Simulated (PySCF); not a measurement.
# C2H3F3GeS: the cost of one run

Programs: PySCF 2.14.0, with density-fitted response routines of our own. Each step states its level of theory. These are calculated values for one molecule in the gas phase, unless marked as measured. Atoms count from 0, in the outputs and in this text.

## Step 1: The molecule as given

10 atoms, charge 0, multiplicity 1; geometry from: GFN2-xTB. The atoms were then displaced at random by about 0.01 Å, so the start is not that level's minimum.

Bonds of the start (Å): F0–C1 1.31, C1–F2 1.33, C1–C3 1.34, C3–F4 1.36, C3–Ge5 1.95, Ge5–S6 2.21, Ge5–H7 1.50, Ge5–H8 1.48, S6–H9 1.34.

## Step 2: Geometry optimisation at PBE0-D3(BJ)/def2-SVP

Job settings and geometry (Å):

```
{"job": {"xc": "PBE0", "basis": "def2-SVP", "d3": "d3bj", "grid": 1, "shake": 0.01, "kind": "geom"}, "charge": 0, "multiplicity": 1}
F     -2.235790    -1.896900     0.317520
C     -1.294430    -0.979680     0.339800
F     -0.719910    -0.945040     1.536850
C     -0.813400    -0.152090    -0.595500
F     -1.383120    -0.158790    -1.833690
Ge     0.643020     1.085770    -0.208070
S      2.561340    -0.012360    -0.243620
H      0.393430     1.703120     1.134450
H      0.651080     2.100660    -1.287300
H      2.248230    -0.765630     0.818510
```

The run is started by

```sh
OMP_NUM_THREADS=1 python probes_run.py task.json out
```

This one command runs all jobs of the session in turn.

Q: Estimate the wall time and peak memory of this first job on 1 thread of Arm Neoverse V1, shared host.

About 98 s, with a peak of 0.58 GiB.
